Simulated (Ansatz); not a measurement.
# TaWC2 (R-3m) in Ansatz: notebook, part 2 of 2

Ansatz 0.2.0. The steps go on from the part before.

## Step 3: Band structure, LDA+U

input.yaml reads:

```yaml
crystal:
  lattice:
    - [1.5718551461, 0.9075109917, 5.1016196719]
    - [-1.5718551461, 0.9075109917, 5.1016196719]
    - [0.0, -1.8150219835, 5.1016196719]
  atoms:
    - { symbol: W, position: [0.0, 0.0, 0.0] }
    - { symbol: Ta, position: [0.5, 0.5, 0.5] }
    - { symbol: C, position: [0.250933, 0.250933, 0.250933] }
    - { symbol: C, position: [0.749067, 0.749067, 0.749067] }
hamiltonian:
  xc: lda
  pseudopotentials: { kind: paw }
  hubbard:
    sites: [{ species: Ta, l: d, u_eff: 4.0 }, { species: W, l: d, u_eff: 4.0 }]
kpoints:
  mp_grid: { grid: [10, 10, 10] }
  band_path:
    path:
      - [[0.0, 0.0, 0.0], [0.5, 0.0, 0.0], [0.5, 0.1877624847, -0.1877624847]]
      - [[0.8122375153, 0.5, 0.1877624847], [0.5, 0.5, 0.5], [0.0, 0.0, 0.0], [0.3438812424, 0.0, -0.3438812424]]
      - [[0.6561187576, 0.3438812424, 0.0], [0.5, 0.5, 0.0], [0.6561187576, 0.6561187576, 0.1877624847], [0.5, 0.5, 0.5]]
      - [[0.5, 0.0, 0.0], [0.8122375153, 0.3438812424, 0.3438812424]]
    npoints: 14
scf:
  occupations: { method: fermi_dirac, width: 0.05 }
  n_extra_bands: 10
output:
  forces: true
  stress: true
  eigenvalues: true
  fatbands: true
```

Potentials or basis: Ansatz PAW.

Started as:

```
$ ansatz run input.yaml --threads 2 --pin off --max-ram 5632MiB --backend cpu --events-out ev --progress --plain --runs-dir out
```

What it wrote:

```text
Warning: RAYON_NUM_THREADS=2 ignored (pool sized by the plan → 2); use --threads N
basis.fft_grid_basis auto: the FFT boxes are laid along the combinations [[1, 0, -1], [0, 1, -1], [0, 0, 1]] of the cell's own vectors, 3.144, 3.144 and 5.415 Å long. The dense box has 24×24×40 points. Along the cell's own vectors, as sized, it would have 40×40×40, 2.78 times as many. Of the 12 symmetry operations that the crystal satisfies within crystal.symmetry.tolerance (time reversal apart; of a slab, those that keep its plane) the dense box along the cell's own vectors carries 12, and the one as laid loses 8 of those. basis.fft_grid_basis: typed keeps the cell's own vectors: state it where this run's energies or levels are differenced outside the engine with another run's, or held beside a run that keeps those vectors.
W: projections on atomic orbitals take those of the free atom [Kr 4d10 4f14] 5s2 5p6 5d4 6s2, of charge +0.00 (hamiltonian.pseudopotentials.projection_atoms); the dataset's partial waves leave at most 6.5e-5 of an orbital's norm unspanned inside its sphere
Ta: projections on atomic orbitals take those of the free atom [Kr 4d10 4f14] 5s2 5p6 5d3 6s2, of charge +0.00 (hamiltonian.pseudopotentials.projection_atoms); the dataset's partial waves leave at most 6.0e-5 of an orbital's norm unspanned inside its sphere
C: projections on atomic orbitals take those of the free atom [He] 2s2 2p2, of charge +0.00 (hamiltonian.pseudopotentials.projection_atoms); the dataset's partial waves leave at most 3.7e-9 of an orbital's norm unspanned inside its sphere
scf.n_extra_bands = 10 over 18 filled bands (N_el = 35.0): the run solves 28 bands
Engine: ansatz 0.2.0, aarch64-unknown-linux-gnu
Pseudopotentials: kind: paw
Pseudopotential: W, paw, valence charge 14, recommended cutoff 420 eV (normal), W.paw.azcp
Pseudopotential: Ta, paw, valence charge 13, recommended cutoff 420 eV (normal), Ta.paw.azcp
Pseudopotential: C, paw, valence charge 4, recommended cutoff 420 eV (normal), C.paw.azcp
Functional definition: SPW92
  exchange = slater_x
  correlation = pw_c
Crystal: 4 atoms, lattice volume = 43.664 Å³
Basis set: ecut = 420 eV, 833 PW (Γ), FFT grids on a1−a3, a2−a3, a3
Bands: 28, of which v1, the nominal top of the filled ones, is band 18 counted from 1 (17 counted from 0)
Symmetry: 12 space group operations
Space group: R-3m (ITA 166), of the structure as read, at distance tolerance 3.5e-5 Å
k-points: 116 of 1000
Non-local potential: W, projectors of the file, l = 0: 3, l = 1: 2, l = 2: 2, l = 3: 1
Non-local potential: Ta, projectors of the file, l = 0: 3, l = 1: 2, l = 2: 2, l = 3: 1
Non-local potential: C, projectors of the file, l = 0: 2, l = 1: 2, l = 2: 1
PAW form: soft (Blöchl's): semilocal exchange-correlation on the pseudo side does not see the compensation charge
PAW frozen core: W, regenerated for the run's functional, and the local potential with it (the file was generated under x = pbe(κ = 0.804, μ = 0.2195149727645171), c = pbe(β = 0.06672455060314922))
PAW frozen core: Ta, regenerated for the run's functional, and the local potential with it (the file was generated under x = pbe(κ = 0.804, μ = 0.2195149727645171), c = pbe(β = 0.06672455060314922))
PAW frozen core: C, regenerated for the run's functional, and the local potential with it (the file was generated under x = pbe(κ = 0.804, μ = 0.2195149727645171), c = pbe(β = 0.06672455060314922))
PAW one-centre angular grid: W, 590 points (default); XC on 64 Gauss nodes
PAW one-centre angular grid: Ta, 590 points (default); XC on 64 Gauss nodes
PAW one-centre angular grid: C, 110 points (default); XC on 64 Gauss nodes
Initial density: superposition of atomic densities (chi_scale 0.1, normalization cell, long waves kept (reshape's long-wave potential 0.00 eV rms))
Initial wavefunctions: pseudopotential atomic-orbital guess
Functional: x = slater, c = lda
SCF iter   1: F=—  HF=-20295.567722 eV  |F-HF|=—  |Δ(HF+E_count)|=         —  Δρ=1.78e-1  dr2=3.30e1  ethr=3.10e-3  ⟨swp⟩=5.9  Hψ=13940  notcnv=0  defer=37
preconditioner: auto → Kerker (q_TF=auto, 2.630 Å⁻¹)  [metal: Δε(μ)=0.008 eV  Ē_g=11.822 eV  σ=0.050 eV  W_gap=0.04  n_scr=16 (ndim 8)  ℏωp=24.5 eV  f_vac=0.000  D(μ)=1.31/eV (n_scr^D=2)]
SCF iter   2: F=—  HF=-20289.925519 eV  |F-HF|=—  |Δ(HF+E_count)|=    5.64e0  Δρ=5.48e-2  dr2=3.99e0  ethr=3.10e-3  ⟨swp⟩=3.0  Hψ=7524  notcnv=0  defer=383
SCF iter   3: F=—  HF=-20289.645263 eV  |F-HF|=—  |Δ(HF+E_count)|=   2.80e-1  Δρ=3.01e-2  dr2=4.39e-1  ethr=3.10e-3  ⟨swp⟩=2.6  Hψ=5094  notcnv=0  defer=367
SCF iter   4: F=—  HF=-20289.725519 eV  |F-HF|=—  |Δ(HF+E_count)|=   8.03e-2  Δρ=1.09e-2  dr2=5.98e-2  ethr=1.25e-3  ⟨swp⟩=2.9  Hψ=6205  notcnv=0  defer=368
SCF iter   5: F=—  HF=-20289.725073 eV  |F-HF|=—  |Δ(HF+E_count)|=   4.46e-4  Δρ=4.41e-3  dr2=2.09e-2  ethr=1.71e-4  ⟨swp⟩=2.0  Hψ=4710  notcnv=0  defer=368
SCF iter   6: F=—  HF=-20289.722942 eV  |F-HF|=—  |Δ(HF+E_count)|=   2.13e-3  Δρ=8.76e-4  dr2=5.30e-4  ethr=5.97e-5  ⟨swp⟩=2.2  Hψ=3939  notcnv=0  defer=366
SCF iter   7: F=—  HF=-20289.722946 eV  |F-HF|=—  |Δ(HF+E_count)|=   3.44e-6  Δρ=2.78e-4  dr2=2.88e-5  ethr=1.52e-6  ⟨swp⟩=2.0  Hψ=3425  notcnv=0  defer=366
SCF iter   8: F=—  HF=-20289.722950 eV  |F-HF|=—  |Δ(HF+E_count)|=   4.24e-6  Δρ=8.68e-5  dr2=4.12e-6  ethr=8.22e-8  ⟨swp⟩=2.0  Hψ=4906  notcnv=0  defer=366
SCF iter   9: F=—  HF=-20289.722950 eV  |F-HF|=—  |Δ(HF+E_count)|=   1.74e-7  Δρ=1.68e-5  dr2=1.70e-7  ethr=1.18e-8  ⟨swp⟩=2.1  Hψ=3805  notcnv=0  defer=366
SCF iter  10: F=-20289.722950 eV  HF=-20289.722950 eV  |F-HF|=4.46e-9  |Δ(HF+E_count)|=   6.17e-9  Δρ=4.06e-6  dr2=7.35e-9  ethr=2.86e-10  ⟨swp⟩=10.6  Hψ=13409  notcnv=0
SCF 1 converged in 10 iterations: F = -20289.722950 eV  dr2 = 7.35e-9
NSCF: frozen V_eff on 130 k-points
SCF converged after 10 iterations
Free energy (F): -20289.722950 eV
Harris-Foulkes:  -20289.722950 eV  (|F-HF|=4.46e-9)
Internal energy: -20289.709090 eV  (E = F + TS)
E sigma→0 (E₀):  -20289.716020 eV
Entropy (-TS):   -0.013860 eV (-3.465 meV/atom)
Fermi energy:    20.498317 eV
--- Per-component energies (eV) ---
  E_band       = -144.687192
  E_kinetic    = 996.726318
  E_local      = -1249.545902  (includes V_loc(G=0)·N_el)
  E_nonlocal   = 80.081750
  E_hartree    = 426.183076
  E_xc         = -579.265133
  E_vxc        = -564.194053  (∫ρ·V_xc dr)
  E_hubbard    = 9.587000  (on-site DFT+U / exact-exchange correction)
  E_vhub       = 2.388797  (the Hubbard potential's part of the band-sum identity)
  E_paw        = -16641.102637  (= ΣΔE_a)
  E_vpaw       = -262.511437  (= ΣTr[D̂ρ^β])
  E_aug_tail   = 0.000117  (compensation charges beyond the density's cutoff)
  E_ewald      = -3333.041401
  E_core_change = 0.667721  (= ΣΔE_core)
  E_smearing   = -0.013860  (= −TS)
  E_closure    = -0.000000  (closes the sum)
  Σ components = -20289.722950   (vs F -20289.722950, Δ=0.00e0)
--- Forces (eV/Å), atoms counted from 1 ---
  atom   1  W      0.00000000     0.00000000    -0.00000000
  atom   2  Ta     0.00000000     0.00000000    -0.00000000
  atom   3  C      0.00000000     0.00000000    -0.09352245
  atom   4  C     -0.00000000    -0.00000000     0.09352245
  max |Σ_I F_I| component: 4.63e-18 eV/Å
--- Stress (GPa, compression-positive) ---
      -14.463060       0.000000       0.000000
        0.000000     -14.463060       0.000000
        0.000000       0.000000     -14.844505
  P = ⅓ Tr σ = -14.5902 GPa (-145.902 kbar)
--- Band table (eV; the first three rows and the last of 116) ---
  k-point 0: bands = ["-54.7577", "-49.0148", "-19.0359", "-18.8664", "-18.8664", "-15.6481", "-15.2832", "-15.2832", "5.2877", "9.8775", "11.2877", "14.4961", "14.4961", "18.3482", "18.3482", "18.4946", "19.6636", "19.6636", "19.7185", "20.3511", "20.3511", "22.4780", "22.4780", "23.4159", "25.4685", "26.8557", "29.6875", "29.6875"]
  k-point 1: bands = ["-54.7559", "-49.0124", "-19.0265", "-18.9041", "-18.8751", "-15.6419", "-15.3369", "-15.2954", "5.5399", "9.6546", "11.6009", "14.6336", "14.6457", "17.4972", "17.8649", "17.9076", "18.5266", "19.7107", "20.2629", "21.1303", "22.0249", "22.4070", "22.5442", "23.1699", "26.3341", "27.3541", "28.8898", "29.3733"]
  k-point 2: bands = ["-54.7511", "-49.0054", "-19.0038", "-19.0006", "-18.8979", "-15.6263", "-15.4753", "-15.3271", "6.2402", "9.2407", "12.3238", "14.8770", "14.9835", "15.6045", "16.7837", "17.1659", "18.5543", "20.2632", "21.1256", "21.6450", "21.9232", "22.8328", "22.9614", "24.5688", "26.7404", "28.6739", "28.7522", "28.7615"]
  k-point 115: bands = ["-54.7602", "-49.0141", "-19.0129", "-18.8658", "-18.8658", "-15.6870", "-15.2838", "-15.2838", "6.8303", "6.9769", "14.6656", "15.0834", "15.6460", "15.6460", "16.1353", "16.1353", "19.4599", "19.4599", "20.6505", "20.8659", "20.8659", "21.2847", "25.3780", "25.3780", "25.8549", "25.8549", "28.6740", "28.8252"]
Occupation matrices written to <dir>
```

Run time: 12 s. Hardware: 2 threads of Arm Neoverse V1, shared host; peak memory 0.5 GiB.

What came out:

| Quantity | Value |
| --- | --- |
| Free energy | -20289.7229 eV |
| Pressure | -14.6 GPa |
| Largest force | 0.094 eV/Å |
| Band gap on the k mesh | none (metal or under the smearing width) |

Forces on the atoms (eV/Å):
```
W    0.000  0.000  0.000
Ta   0.000  0.000  0.000
C    0.000  0.000 -0.094
C    0.000  0.000  0.094
```

Levels at the corners of the path, in eV from the Fermi level:
```csv
point,band 15,band 16,band 17,band 18,band 19,band 20,band 21,band 22
Γ,-2.15,-2.00,-0.83,-0.83,-0.78,-0.15,-0.15,1.98
L,-4.78,-4.40,-1.36,-0.63,1.44,2.08,3.13,3.59
B1,-4.91,-4.88,-0.45,-0.13,1.18,2.24,2.96,3.00
B,-4.91,-4.88,-0.45,-0.13,1.18,2.24,2.96,3.00
Z,-4.36,-4.36,-1.04,-1.04,0.15,0.37,0.37,0.79
Γ,-2.15,-2.00,-0.83,-0.83,-0.78,-0.15,-0.15,1.98
X,-5.10,-4.78,-0.52,0.53,0.76,2.07,2.97,3.18
Q,-5.10,-4.78,-0.52,0.53,0.76,2.07,2.97,3.18
F,-5.05,-2.22,-2.16,1.29,1.63,1.77,2.49,3.48
P1,-5.03,-2.57,-2.23,1.26,1.39,2.05,2.24,3.48
Z,-4.36,-4.36,-1.04,-1.04,0.15,0.37,0.37,0.79
L,-4.78,-4.40,-1.36,-0.63,1.44,2.08,3.13,3.59
P,-5.03,-2.57,-2.23,1.26,1.39,2.05,2.24,3.48
```

Eigenvalues of the final occupation matrices:
```
  site  spin  trace               eigenvalues
site 1     1   2.36  0.43 0.43 0.50 0.50 0.50
site 2     1   1.84  0.34 0.34 0.35 0.40 0.40
```

Caveat: the pressure holds a Pulay correction of +0.4 GPa for the finite cutoff; spin-orbit coupling is left out, which moves the levels of the heavy elements; U without spin polarisation on a metal has little footing; the PAW data sets come from PBE, with cores solved anew for the run's functional, which leaves a small shift of forces and pressure; the U is typed as a test and isn't derived for this compound.

## Step 4: Band structure, LDA+U

Changes to input.yaml since step 3:

```diff
@@ -14,3 +14,3 @@
   hubbard:
-    sites: [{ species: Ta, l: d, u_eff: 4.0 }, { species: W, l: d, u_eff: 4.0 }]
+    sites: [{ species: Ta, l: d, u_eff: 5.0 }, { species: W, l: d, u_eff: 5.0 }]
 kpoints:
@@ -31,2 +31,2 @@
   eigenvalues: true
-  fatbands: true
+  fatbands: false
```

Started as:

```
$ ansatz run input.yaml --threads 2 --pin off --max-ram 5632MiB --backend cpu --events-out ev --progress --plain --runs-dir out
```

Run time: 10 s. Hardware: 2 threads of Arm Neoverse V1, shared host; peak memory 0.5 GiB.

It converged, with:

```
Free energy            : -20287.3302 eV
Pressure               : -13.9 GPa
Largest force          : 0.168 eV/Å
Band gap on the k mesh : none (metal or under the smearing width)
```

Forces in eV/Å, atoms in the order of the input:
```
W    0.000  0.000  0.000
Ta   0.000  0.000  0.000
C    0.000  0.000 -0.168
C    0.000  0.000  0.168
```

Stress tensor (GPa, compression positive):
```
-13.73   0.00   0.00
  0.00 -13.73   0.00
  0.00   0.00 -14.35
```

Levels at the corners of the path, in eV from the Fermi level:
| point | band 14 | band 15 | band 16 | band 17 | band 18 | band 19 | band 20 | band 21 |
| --- | --- | --- | --- | --- | --- | --- | --- | --- |
| Γ | -2.15 | -2.15 | -1.99 | -0.85 | -0.85 | -0.80 | -0.12 | -0.12 |
| L | -5.40 | -4.77 | -4.40 | -1.39 | -0.59 | 1.45 | 2.07 | 3.15 |
| B1 | -5.30 | -4.90 | -4.88 | -0.46 | -0.14 | 1.17 | 2.27 | 2.98 |
| B | -5.30 | -4.90 | -4.88 | -0.46 | -0.14 | 1.17 | 2.27 | 2.98 |
| Z | -4.81 | -4.39 | -4.39 | -1.07 | -1.07 | 0.12 | 0.43 | 0.43 |
| Γ | -2.15 | -2.15 | -1.99 | -0.85 | -0.85 | -0.80 | -0.12 | -0.12 |
| X | -5.28 | -5.10 | -4.77 | -0.53 | 0.51 | 0.76 | 2.10 | 2.99 |
| Q | -5.28 | -5.10 | -4.77 | -0.53 | 0.51 | 0.76 | 2.10 | 2.99 |
| F | -5.20 | -5.03 | -2.24 | -2.18 | 1.31 | 1.63 | 1.77 | 2.49 |
| P1 | -5.58 | -5.01 | -2.59 | -2.26 | 1.28 | 1.40 | 2.05 | 2.23 |
| Z | -4.81 | -4.39 | -4.39 | -1.07 | -1.07 | 0.12 | 0.43 | 0.43 |
| L | -5.40 | -4.77 | -4.40 | -1.39 | -0.59 | 1.45 | 2.07 | 3.15 |
| P | -5.58 | -5.01 | -2.59 | -2.26 | 1.28 | 1.40 | 2.05 | 2.23 |

Eigenvalues of the final occupation matrices:
| site | spin | trace | eigenvalues |
| --- | --- | --- | --- |
| site 1 | 1 | 2.36 | 0.42 0.42 0.50 0.51 0.51 |
| site 2 | 1 | 1.82 | 0.33 0.33 0.35 0.40 0.40 |

Caveat: the pressure holds a Pulay correction of +0.4 GPa for the finite cutoff; spin-orbit coupling is left out, which moves the levels of the heavy elements; U without spin polarisation on a metal has little footing; the PAW data sets come from PBE, with cores solved anew for the run's functional, which leaves a small shift of forces and pressure; the U is typed as a test and isn't derived for this compound.

## Step 5: The runs side by side

```tsv
U	gap on the mesh (eV)	pressure (GPa)	largest force (eV/Å)
Ta d U = 3 eV, W d U = 3 eV	none	-15.2	0.03
Ta d U = 4 eV, W d U = 4 eV	none	-14.6	0.09
Ta d U = 5 eV, W d U = 5 eV	none	-13.9	0.17
```

Alike in all rows: task band structure; level LDA+U; potentials or basis Ansatz PAW; no spin polarisation; cell as given; k mesh 10 × 10 × 10; cutoff (eV) 420; smearing fermi-dirac 0.05 eV.

Every run on the cell as given and a fine mesh finds a metal.

Caveats: spin-orbit coupling is left out, which moves the levels of the heavy elements; U without spin polarisation on a metal has little footing; the PAW data sets come from PBE, with cores solved anew for the run's functional, which leaves a small shift of forces and pressure; the U is typed as a test and isn't derived for this compound.

Total energies depend on the potentials used, so only differences within one code and one set of settings carry meaning.
